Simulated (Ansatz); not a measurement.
# Pt (bcc type): how the settings move a single-point run

Question: which choices in the input matter for Pt (bcc type)?

Program: Ansatz 0.2.0. Level of theory: reference: DFT, LDA, PAW with Ansatz's default frozen-core files, scalar-relativistic. These are calculated values, not measurements.

### 1 The structure to begin with

The structure is cubic, space group Im-3m (No. 229). The conventional cell has a = 2.463 Å, b = 2.463 Å, c = 2.463 Å, α = 90.00°, β = 90.00°, γ = 90.00°. Pt (site symmetry m-3m) is surrounded by 8 Pt at 2.13 Å.

As a file:

```xyz
1
Lattice="-1.2314 1.2314 1.2314 1.2314 -1.2314 1.2314 1.2314 1.2314 -1.2314" Properties=species:S:1:pos:R:3 pbc="T T T"
Pt    0.0000    0.0000    0.0000
```

### 2 Baseline

The input, input.yaml:

```yaml
crystal:
  lattice:
    - [-1.2313912131, 1.2313912131, 1.2313912131]
    - [1.2313912131, -1.2313912131, 1.2313912131]
    - [1.2313912131, 1.2313912131, -1.2313912131]
  atoms:
    - { symbol: Pt, position: [0.0, 0.0, 0.0] }
kpoints:
  mp_grid: { grid: [19, 19, 19] }
scf:
  occupations: { method: fermi_dirac, width: 0.1 }
hamiltonian:
  xc: lda
  pseudopotentials: { kind: paw }
output:
  forces: true
  stress: true
  eigenvalues: true
  populations: true
  write_density: true
  write_potential: true
  elf: true
  volumetric_format: npy
```

On the command line:

```sh
$ ansatz run input.yaml --threads 1 --pin off --max-ram 2048MiB --backend cpu --events-out ev --progress --plain --runs-dir out
```

From the output:

```text
[...]
Basis set: ecut = 420 eV, 141 PW (Γ)
[...]
k-points: 220 of 6859
[...]
SCF iter   1: F=—  HF=-12231.305249 eV  |F-HF|=—  |Δ(HF+E_count)|=         —  Δρ=7.02e-2  dr2=9.75e-2  ethr=1.77e-3  ⟨swp⟩=5.2  Hψ=16044  notcnv=0
preconditioner: auto → none  [metal: Δε(μ)=0.047 eV  Ē_g=24.640 eV  σ=0.100 eV  W_gap=0.12  n_scr=0 (ndim 8)  ℏωp=43.0 eV  f_vac=0.000  D(μ)=0.53/eV (n_scr^D=0)]
SCF iter   2: F=—  HF=-12231.259697 eV  |F-HF|=—  |Δ(HF+E_count)|=   4.56e-2  Δρ=3.14e-2  dr2=1.97e-2  ethr=5.41e-4  ⟨swp⟩=1.7  Hψ=5011  notcnv=0
[...]
SCF iter   5: F=-12231.248585 eV  HF=-12231.248585 eV  |F-HF|=2.15e-8  |Δ(HF+E_count)|=   2.50e-7  Δρ=2.38e-5  dr2=2.48e-8  ethr=7.74e-9  ⟨swp⟩=2.5  Hψ=4934  notcnv=0
SCF iter   6: F=-12231.248585 eV  HF=-12231.248585 eV  |F-HF|=1.82e-11  |Δ(HF+E_count)|=   1.24e-8  Δρ=1.67e-6  dr2=5.56e-11  ethr=1.38e-10  ⟨swp⟩=6.7  Hψ=18211  notcnv=0
[...]
SCF converged after 6 iterations
Free energy (F): -12231.248585 eV
[...]
E sigma→0 (E₀):  -12231.240340 eV
[...]
Fermi energy:    53.613059 eV
[...]
  P = ⅓ Tr σ = 1134.0444 GPa (11340.444 kbar)
[...]
```

Wall time 2.5 s (1 thread of Arm Neoverse V1, shared host); peak memory 0.27 GiB.

### 3 Changing settings: dispersion d3bj

Edit input.yaml of step 2 so:

```diff
@@ -14,2 +14,3 @@
   pseudopotentials: { kind: paw }
+  dispersion: d3bj
 output:
@@ -19,5 +20 @@
   populations: true
-  write_density: true
-  write_potential: true
-  elf: true
-  volumetric_format: npy
```

On the command line:

```sh
$ ansatz run input.yaml --threads 1 --pin off --max-ram 2048MiB --backend cpu --events-out ev --progress --plain --runs-dir out
```

What it wrote:

```text
Warning: the engine holds no damping parameters fitted to this dispersion correction and functional, so the run takes those fitted to pbe (hamiltonian.dispersion, under Limitations)
Engine: ansatz 0.2.0
Pseudopotentials: kind: paw
Pseudopotential: Pt, paw, valence charge 18, recommended cutoff 420 eV (normal)
Functional definition: SPW92
  exchange = slater_x
  correlation = pw_c
Crystal: 1 atoms, lattice volume = 7.469 Å³
Basis set: ecut = 420 eV, 141 PW (Γ)
Bands: 13, of which v1, the nominal top of the filled ones, is band 9 counted from 1 (8 counted from 0)
Symmetry: 48 space group operations
Space group: Im-3m (ITA 229), of the structure as read, at distance tolerance 2.0e-5 Å
k-points: 220 of 6859
Non-local potential: Pt, projectors of the file, l = 0: 3, l = 1: 2, l = 2: 2, l = 3: 1
PAW form: soft (Blöchl's): semilocal exchange-correlation on the pseudo side does not see the compensation charge
PAW frozen core: Pt, regenerated for the run's functional, and the local potential with it (the file was generated under x = pbe(κ = 0.804, μ = 0.2195149727645171), c = pbe(β = 0.06672455060314922))
PAW one-centre angular grid: Pt, 590 points (default); XC on 64 Gauss nodes
Initial density: superposition of atomic densities (neutral atoms: chi_scale 0, normalization atom), corrected by the library's trained network
Initial wavefunctions: pseudopotential atomic-orbital guess
Functional: x = slater, c = lda
SCF iter   1: F=—  HF=-12232.908086 eV  |F-HF|=—  |Δ(HF+E_count)|=         —  Δρ=7.02e-2  dr2=9.75e-2  ethr=1.77e-3  ⟨swp⟩=5.2  Hψ=16044  notcnv=0
preconditioner: auto → none  [metal: Δε(μ)=0.047 eV  Ē_g=24.640 eV  σ=0.100 eV  W_gap=0.12  n_scr=0 (ndim 8)  ℏωp=43.0 eV  f_vac=0.000  D(μ)=0.53/eV (n_scr^D=0)]
SCF iter   2: F=—  HF=-12232.862534 eV  |F-HF|=—  |Δ(HF+E_count)|=   4.56e-2  Δρ=3.14e-2  dr2=1.97e-2  ethr=5.41e-4  ⟨swp⟩=1.7  Hψ=5011  notcnv=0
SCF iter   3: F=—  HF=-12232.851431 eV  |F-HF|=—  |Δ(HF+E_count)|=   1.11e-2  Δρ=1.06e-3  dr2=1.21e-5  ethr=1.10e-4  ⟨swp⟩=2.0  Hψ=4691  notcnv=0
SCF iter   4: F=—  HF=-12232.851422 eV  |F-HF|=—  |Δ(HF+E_count)|=   8.89e-6  Δρ=2.57e-4  dr2=1.39e-6  ethr=6.73e-8  ⟨swp⟩=3.0  Hψ=4565  notcnv=0
iter 5 did not close the SCF: its close was put off for the readings that it lacked (scf_convergence_deferred on its scf_iter line)
SCF iter   5: F=-12232.851422 eV  HF=-12232.851422 eV  |F-HF|=2.15e-8  |Δ(HF+E_count)|=   2.50e-7  Δρ=2.38e-5  dr2=2.48e-8  ethr=7.74e-9  ⟨swp⟩=2.5  Hψ=4934  notcnv=0
SCF iter   6: F=-12232.851422 eV  HF=-12232.851422 eV  |F-HF|=2.18e-11  |Δ(HF+E_count)|=   1.24e-8  Δρ=1.67e-6  dr2=5.60e-11  ethr=1.38e-10  ⟨swp⟩=3.3  Hψ=12418  notcnv=0
SCF 1 converged in 6 iterations: F = -12232.851422 eV  dr2 = 5.60e-11
SCF converged after 6 iterations
Free energy (F): -12232.851422 eV
Harris-Foulkes:  -12232.851422 eV  (|F-HF|=2.18e-11)
Internal energy: -12232.834931 eV  (E = F + TS)
E sigma→0 (E₀):  -12232.843176 eV
Entropy (-TS):   -0.016490 eV (-16.490 meV/atom)
Fermi energy:    53.613059 eV
--- Per-component energies (eV) ---
  E_band       = 329.242231
  E_kinetic    = 704.538099
  E_local      = -527.199554  (includes V_loc(G=0)·N_el)
  E_nonlocal   = 222.843224
  E_hartree    = 283.087804
  E_xc         = -277.688261
  E_vxc        = -325.180951  (∫ρ·V_xc dr)
  E_paw        = -9190.202809  (= ΣΔE_a)
  E_vpaw       = -311.934156  (= ΣTr[D̂ρ^β])
  E_aug_tail   = 0.000146  (compensation charges beyond the density's cutoff)
  E_ewald      = -3447.074614
  E_disp       = -1.602837  (pairwise vdW)
  E_core_change = 0.463869  (= ΣΔE_core)
  E_smearing   = -0.016490  (= −TS)
  E_closure    = 0.000000  (closes the sum)
  Σ components = -12232.851422   (vs F -12232.851422, Δ=0.00e0)
--- Forces (eV/Å), atoms counted from 1 ---
  atom   1  Pt    -0.00000000     0.00000000     0.00000000
  max |Σ_I F_I| component: 2.30e-31 eV/Å
--- Stress (GPa, compression-positive) ---
     1099.422043      -0.000000       0.000000
        0.000000    1099.422043       0.000000
       -0.000000      -0.000000    1099.422043
  P = ⅓ Tr σ = 1099.4220 GPa (10994.220 kbar)
--- Band table (eV; the first three rows and the last of 220) ---
  k-point 0: bands = ["-49.0688", "-1.0766", "-1.0766", "-1.0766", "34.5883", "42.9206", "42.9206", "42.9206", "49.6161", "49.6161", "67.0990", "67.0990", "67.0990"]
  k-point 1: bands = ["-49.0472", "-1.2353", "-1.1232", "-1.0786", "34.8699", "42.7639", "42.9134", "43.1882", "49.3281", "49.6135", "67.3353", "67.5025", "67.8186"]
  k-point 2: bands = ["-48.9843", "-1.6841", "-1.2563", "-1.0846", "35.6418", "42.3303", "42.8836", "43.9799", "48.7113", "49.6203", "67.9784", "68.6765", "69.7283"]
  k-point 219: bands = ["-47.6756", "-4.4538", "-4.4251", "-4.4251", "34.7382", "34.8183", "55.0602", "55.0602", "55.3623", "63.8576", "64.7609", "64.7609", "80.7275"]
--- Löwdin populations: 1 site ---
  site symbol       q [e]
     0     Pt     17.8290
  spilling = 0.009498 (of n_electrons = 18.000000)
```

Wall time 2.3 s (1 thread of Arm Neoverse V1, shared host); peak memory 0.27 GiB.

The energy moves by -1.60 eV/atom, nearly all of it the dispersion term itself (-1.60 eV/atom); that offset belongs to the model and is no gain or loss of stability; the pressure goes from 1134.0 to 1099.4 GPa. The damping parameters are borrowed, as the log notes.

### 4 Changing settings: dr2_threshold 1.0e-08

Edit input.yaml of step 2 so:

```diff
@@ -11,2 +11,3 @@
   occupations: { method: fermi_dirac, width: 0.1 }
+  convergence: { dr2_threshold: 1.0e-08 }
 hamiltonian:
```

On the command line:

```sh
$ ansatz run input.yaml --threads 1 --pin off --max-ram 2048MiB --backend cpu --events-out ev --progress --plain --runs-dir out
```

What it wrote (excerpt; [...] marks lines left out):

```text
Warning: output.stress: scf.convergence.dr2_threshold = 1e-8 eV is looser than the 1e-10 eV advised for a printed stress (1e-10 eV for each atom of the cell: 1). What an SCF threshold leaves in a stress goes as its square root, and in the free energy as the threshold itself, and one [...]
Pseudopotentials: kind: paw
Pseudopotential: Pt, paw, valence charge 18, recommended cutoff 420 eV (normal)
Functional definition: SPW92
[...]
Crystal: 1 atoms, lattice volume = 7.469 Å³
Basis set: ecut = 420 eV, 141 PW (Γ)
Bands: 13, of which v1, the nominal top of the filled ones, is band 9 counted from 1 (8 counted from 0)
Symmetry: 48 space group operations
Space group: Im-3m (ITA 229), of the structure as read, at distance tolerance 2.0e-5 Å
k-points: 220 of 6859
[...]
SCF iter   1: F=—  HF=-12231.305249 eV  |F-HF|=—  |Δ(HF+E_count)|=         —  Δρ=7.02e-2  dr2=9.75e-2  ethr=1.77e-3  ⟨swp⟩=5.2  Hψ=16044  notcnv=0
[...]
SCF iter   6: F=-12231.248585 eV  HF=-12231.248585 eV  |F-HF|=1.64e-11  |Δ(HF+E_count)|=   1.24e-8  Δρ=1.67e-6  dr2=5.58e-11  ethr=5.56e-11  ⟨swp⟩=9.3  Hψ=18221  notcnv=0
[...]
SCF converged after 6 iterations
Free energy (F): -12231.248585 eV
[...]
E sigma→0 (E₀):  -12231.240340 eV
Entropy (-TS):   -0.016490 eV (-16.490 meV/atom)
Fermi energy:    53.613059 eV
[...]
--- Forces (eV/Å), atoms counted from 1 ---
  atom   1  Pt    -0.00000000     0.00000000    -0.00000000
[...]
--- Stress (GPa, compression-positive) ---
     1134.044391      -0.000000       0.000000
        0.000000    1134.044391       0.000000
       -0.000000      -0.000000    1134.044391
  P = ⅓ Tr σ = 1134.0444 GPa (11340.444 kbar)
--- Band table (eV; the first three rows and the last of 220) ---
  k-point 0: bands = ["-49.0688", "-1.0766", "-1.0766", "-1.0766", "34.5883", "42.9206", "42.9206", "42.9206", "49.6161", "49.6161", "67.0990", "67.0990", "67.0990"]
[...]
--- Löwdin populations: 1 site ---
  site symbol       q [e]
     0     Pt     17.8290
  spilling = 0.009498 (of n_electrons = 18.000000)
```

It took 2.4 s on 1 thread of Arm Neoverse V1, shared host; peak memory 0.27 GiB.

Energy and cycle count are those of the reference, so the change (convergence setting) left the result and the number of cycles as they were.

### 5 Comparison

| run | ending | energy change | pressure (GPa) | gap (eV) | force (eV/Å) | cycles | time |
| --- | --- | --- | --- | --- | --- | --- | --- |
| reference | converged | 0 | 1134.0 | 0.00 | 0.00 | 6 | 2.5 s |
| 1: dispersion d3bj | converged | -1.60 eV/atom (offset of the dispersion model) | 1099.4 | 0.00 | 0.00 | 6 | 2.3 s |
| 2: dr2_threshold 1.0e-08 | converged | 0.0 meV/atom | 1134.0 | 0.00 | 0.00 | 6 | 2.4 s |

Times don't compare one to one where runs were asked for different outputs or read a saved state (see the inputs); cycles may leave out searches for a lower state.

Residual by cycle in the longest SCF loop of each run; runs are numbered as in the table. The quantity is the density residual dr2, in eV.

```
cycle  reference    run 1    run 2
    1     0.0975   0.0975   0.0975
    2     0.0197   0.0197   0.0197
    3     1.2e-5   1.2e-5   1.2e-5
    4     1.4e-6   1.4e-6   1.4e-6
    5     2.5e-8   2.5e-8   2.5e-8
    6    5.6e-11  5.6e-11  5.6e-11
```

**Reading.** «dr2_threshold 1.0e-08» leaves the energy as it was. The pressure spans 1099.4 to 1134.0 GPa over the reference and the converged variants. The structure is not at rest: the sound run finds 1134 GPa, so these are no properties of the relaxed crystal. 

At pressures up to 1134 GPa the PAW spheres may overlap and frozen cores may not hold, so those PAW values are rough without an all-electron check.
